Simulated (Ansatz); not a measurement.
Task: a point defect in a supercell of Yb3SnO, space group Pm-3m, with the Ansatz DFT code, driven from Python. Give the script and its output. Settings (first run): LDA, PAW, the default cutoff (420 eV here), 2×2×3 k-points, cold smearing of 0.1 eV.

```yaml
crystal:
  lattice:
    - [4.83683, 0.00000, 0.00000]
    - [0.00000, 4.83683, 0.00000]
    - [0.00000, 0.00000, 4.83683]
  atoms:
    - { symbol: Yb, position: [0.00000, 0.50000, 0.50000] }
    - { symbol: Yb, position: [0.50000, 0.00000, 0.50000] }
    - { symbol: Yb, position: [0.50000, 0.50000, 0.00000] }
    - { symbol: Sn, position: [0.00000, 0.00000, 0.00000] }
    - { symbol: O, position: [0.50000, 0.50000, 0.50000] }
```

`yb3sno.py`:
```python
# -*- coding: utf-8 -*-
"""Point defect (vacancy) in Yb3SnO."""

import warnings

import ansatz
import numpy as np


def main():
    warnings.simplefilter("ignore", ansatz.DeckWarning)

    system = (
        ansatz.Lattice.of((4.83683, 0.0, 0.0), (0.0, 4.83683, 0.0), (0.0, 0.0, 4.83683))
        .atom("Yb", (0.0, 0.5, 0.5))
        .atom("Yb", (0.5, 0.0, 0.5))
        .atom("Yb", (0.5, 0.5, 0.0))
        .atom("Sn", (0.0, 0.0, 0.0))
        .atom("O", (0.5, 0.5, 0.5))
    )
    host = system.supercell(2, 2, 1)
    defective = host.vacancy("Sn", at=(0.0, 0.0, 0.0))

    def settled(structure):
        return (
            structure.calculation()
            .functional("LDA")
            .kpoints(2, 2, 3, center="gamma")
            .occupations(ansatz.OccupationsMethod.COLD)
            .band_table()
        )


    perfect = settled(host).run().report
    calculation = settled(defective).forces()
    result = calculation.run()
    data = result.report

    n_host, n_defect = len(perfect["lattice"]["sites"]), len(data["lattice"]["sites"])
    print(f"perfect cell: {n_host} atoms, F = {perfect['free_energy_ev']:.4f} eV")
    print(f"defect cell:  {n_defect} atoms, F = {data['free_energy_ev']:.4f} eV")
    # chemical potentials are still to be added to this difference
    print(f"difference {data['free_energy_ev'] - perfect['free_energy_ev']:.4f} eV (no chemical potentials)")

    for label, run in (("perfect", perfect), ("defect", data)):
        levels, filled = np.array(run["eigenvalues_ev"][0]), np.array(run["occupations"][0])
        top = int(np.argmin(np.abs(levels - run["fermi_energy_ev"])))
        window = slice(max(top - 3, 0), top + 4)
        print(label, "levels near E_F at the first k-point:", ", ".join(f"{e - run['fermi_energy_ev']:.2f} ({f:.2f})" for e, f in zip(levels[window], filled[window])))

    pull = np.linalg.norm(data["forces_ev_ang"], axis=1)
    for atom in np.argsort(-pull)[:5]:
        print(f"force on {result.lattice.sites[atom].symbol}{atom}: {pull[atom]:.3f} eV/A")


if __name__ == "__main__":
    main()
```

```console
$ python yb3sno.py
perfect cell: 20 atoms, F = -188489.3529 eV
defect cell:  19 atoms, F = -182606.1650 eV
difference 5883.1879 eV (no chemical potentials)
perfect levels near E_F at the first k-point: -0.05 (1.50), -0.05 (1.50), -0.05 (1.50), -0.05 (1.50), 0.26 (0.00), 0.26 (0.00), 0.26 (0.00)
defect levels near E_F at the first k-point: -0.31 (2.00), -0.19 (2.10), -0.19 (2.10), -0.01 (0.90), 0.05 (0.24), 0.05 (0.24), 0.06 (0.21)
force on Yb2: 0.274 eV/A
force on Yb16: 0.274 eV/A
force on Yb6: 0.274 eV/A
force on Yb11: 0.274 eV/A
force on Yb0: 0.241 eV/A
```

Notes:
- Total energies depend on the potentials; only differences at equal settings carry meaning. A total without «per atom» is that of the whole cell that was run.
- Semilocal functionals put the nearly full 4f shell of Yb too close to the Fermi level.
- The computed bands are complete only to about 4.0 eV above the Fermi level.
- For a metal this k-point mesh is coarse: on a finer one energies can move by several to tens of meV an atom and pressures by half a GPa or more, differences at one mesh by less.
- The atoms stand at ideal sites; relaxing them can change energy and levels by an eV or more.
- The difference holds no chemical potentials.
- Errors of mesh and smearing per atom add up over the supercell, so the energy can be off by tenths of an eV.
- Each cell's levels count from its own Fermi level and aren't aligned; one k-point can hide that the defect cell is metallic.
- The starting cell is as deposited in a crystallographic database; the results hold for this polymorph, which needn't be the stable one.
- Gaps and levels are Kohn-Sham values on a finite set of k-points, without spin-orbit coupling.
- The supercell is small, so the defect meets its images and the energies aren't those of an isolated defect; a partly filled defect level may also lower its energy by spin or distortion. For a charged cell the difference holds no correction, alignment or term for the electrons' reservoir.
- The whole script took 3.3 min on 1 thread of Arm Neoverse V2, with other jobs on the host, peak memory 1.1 GiB.
